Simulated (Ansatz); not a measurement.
# Mg7O16: the cost of one run

Computed with Ansatz 0.2.0 (DFT PBEsol, scalar-relativistic, plane waves, PAW, unless a step's input says otherwise).

2 further runs of the same task are left out: 2 set aside as unsound or not needed.

### Step 1. The system as given

It takes space group R-3m (No. 166, trigonal). The conventional cell has a = 6.335 Å, b = 6.335 Å, c = 20.744 Å, α = 90.00°, β = 90.00°, γ = 120.00°. Around Mg (site symmetry 2/m) lie 6 O at 2.08 Å. Mg (site symmetry -3m) is surrounded by 6 O at 2.08 Å. O (site symmetry 3m) has 1 O at 1.47 Å and 3 Mg at 2.08 Å as nearest neighbours. O (site symmetry m) has 1 O at 1.47 Å and 3 Mg at 2.08 Å as nearest neighbours. O (site symmetry m) has 1 O at 1.47 Å and 2 Mg at 2.08 Å as nearest neighbours.

Structure file:

```
Mg O
1.0
    -3.16765   -5.48653    0.00000
    -6.33529    0.00000    0.00000
    -3.16765   -1.82884   -6.91474
Mg O
7 16
Cartesian
  -3.1676 -3.6577 -3.4574
  -4.7515 -0.9144 -3.4574
  -4.7515 -2.7433 0.0000
  -1.5838 -0.9144 -3.4574
  -1.5838 -2.7433 0.0000
  -6.3353 -1.8288 -6.9147
  -3.1676 -1.8288 -6.9147
  -9.5029 -5.4865 -5.9210
  -6.3353 -5.4865 -5.9210
  -7.9191 -2.7433 -5.9210
  -7.9191 -4.5721 -2.4636
  -4.7515 -2.7433 -5.9210
  -4.7515 -4.5721 -2.4636
  -6.3353 -1.8288 -2.4636
  -3.1676 -1.8288 -2.4636
  -9.5029 -5.4865 -4.4511
  -6.3353 -5.4865 -4.4511
  -7.9191 -2.7433 -4.4511
  -7.9191 -4.5721 -0.9938
  -4.7515 -2.7433 -4.4511
  -4.7515 -4.5721 -0.9938
  -6.3353 -1.8288 -0.9938
  -3.1676 -1.8288 -0.9938
```

It goes back to an entry of the Materials Project, which need not be the stable form.

It is built from the cell relaxed beforehand with the same method (10.01 Å³/atom).

### Step 2. Setting up the jump

The supercell lacks one Mg atom, at fractional position (0.500, 0.500, 0.500), and holds 23 atoms. Atom 2 (Mg), 3.17 Å away, is to jump into the empty site. The cell is fixed.

### Step 3. Relaxing around the vacancy

Input file input.yaml:

```yaml
crystal:
  lattice:
    - [-3.1676469368, -5.486525435, 0.0]
    - [-6.3352938736, 0.0, 0.0]
    - [-3.1676469368, -1.8288418117, -6.9147412548]
  atoms:
    - { symbol: Mg, position: [0.5, 0.0, 0.5] }
    - { symbol: Mg, position: [0.0, 0.5, 0.5] }
    - { symbol: Mg, position: [0.5, 0.5, 0.0] }
    - { symbol: Mg, position: [0.0, 0.0, 0.5] }
    - { symbol: Mg, position: [0.5, 0.0, 0.0] }
    - { symbol: Mg, position: [0.0, 0.5, 1.0] }
    - { symbol: Mg, position: [0.0, 0.0, 1.0] }
    - { symbol: O, position: [0.7145716865, 0.7145716865, 0.8562849405] }
    - { symbol: O, position: [0.7145716865, 0.2145716865, 0.8562849405] }
    - { symbol: O, position: [0.2145716865, 0.7145716865, 0.8562849405] }
    - { symbol: O, position: [0.7145716865, 0.7145716865, 0.3562849405] }
    - { symbol: O, position: [0.2145716865, 0.2145716865, 0.8562849405] }
    - { symbol: O, position: [0.7145716865, 0.2145716865, 0.3562849405] }
    - { symbol: O, position: [0.2145716865, 0.7145716865, 0.3562849405] }
    - { symbol: O, position: [0.2145716865, 0.2145716865, 0.3562849405] }
    - { symbol: O, position: [0.7854283135, 0.7854283135, 0.6437150595] }
    - { symbol: O, position: [0.7854283135, 0.2854283135, 0.6437150595] }
    - { symbol: O, position: [0.2854283135, 0.7854283135, 0.6437150595] }
    - { symbol: O, position: [0.7854283135, 0.7854283135, 0.1437150595] }
    - { symbol: O, position: [0.2854283135, 0.2854283135, 0.6437150595] }
    - { symbol: O, position: [0.7854283135, 0.2854283135, 0.1437150595] }
    - { symbol: O, position: [0.2854283135, 0.7854283135, 0.1437150595] }
    - { symbol: O, position: [0.2854283135, 0.2854283135, 0.1437150595] }
basis:
  ecutwfc: 420
kpoints:
  mp_grid: { grid: [6, 6, 4] }
hamiltonian:
  xc: pbesol
scf:
  occupations: { method: gaussian, width: 0.05 }
output:
  forces: true
  stress: true
  eigenvalues: true
relax:
  adjacent_minimum: "off"
  f_tol: 0.02
  max_steps: 50
```

The run is started by

```bash
> ansatz run input.yaml --threads 4 --pin off --max-ram 9216MiB --backend cpu --events-out ev --progress --plain --runs-dir out
```

Q: Estimate wall time and peak memory on 4 threads of Arm Neoverse N1, shared host.

About 3.4 min, with a peak of 1.4 GiB.
